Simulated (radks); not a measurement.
# Nuclear size and the levels of Si

An exercise on one series of results from a longer session: the logs are not shown, and one member is left open.

The numbers are computed with radks (a radial shooting solver on a logarithmic mesh, Libxc functionals) version 1 (Dirac Kohn-Sham, BLYP, spin-unpolarised, spherical densities, finite nucleus; open shells fill j = l - 1/2 first), except any that are marked as measured or tabulated.

**The system**

* element: silicon (Z = 14)
* charge: 0
* electrons: 14
* configuration: [Ne] 3s2 3p2
* nuclear rms radius: 3.1224 fm

The first run:

Settings of this run:

```text
Z 14
configuration [Ne] 3s2 3p2 4s0 3d0
relativity Dirac
functional b88,lyp
spin unpolarised
j_filling energy
nucleus finite rms 3.1224 fm
c 137.035999084
```

Steps of the session up to this table: rms radius 3.1224 fm.

One table of the session follows, with a row left open; its other results are not shown here.

It belongs to the step «rms radius 3.1224 fm». Radial moments (bohr):

```
level     <r>  outermost maximum (interpolated)  90 % within  nodes
1s1/2  0.1113                            0.0726        0.199      0
2s1/2  0.5686                             0.454        0.897      1
2p1/2  0.5364                             0.386        0.903      0
2p3/2  0.5386                             0.388        0.906      0
3s1/2   2.154                              1.77         3.30      2
3p1/2       ?                                 ?            ?      ?
3p3/2   2.821                              2.14         4.52      1
```

Estimate the missing values for 3p1/2.

As computed: <r>: 2.811; outermost maximum (interpolated): 2.14; 90 % within: 4.51; nodes: 1. In the column «<r>» it lies between 3s1/2 (2.154) and 3p3/2 (2.821).
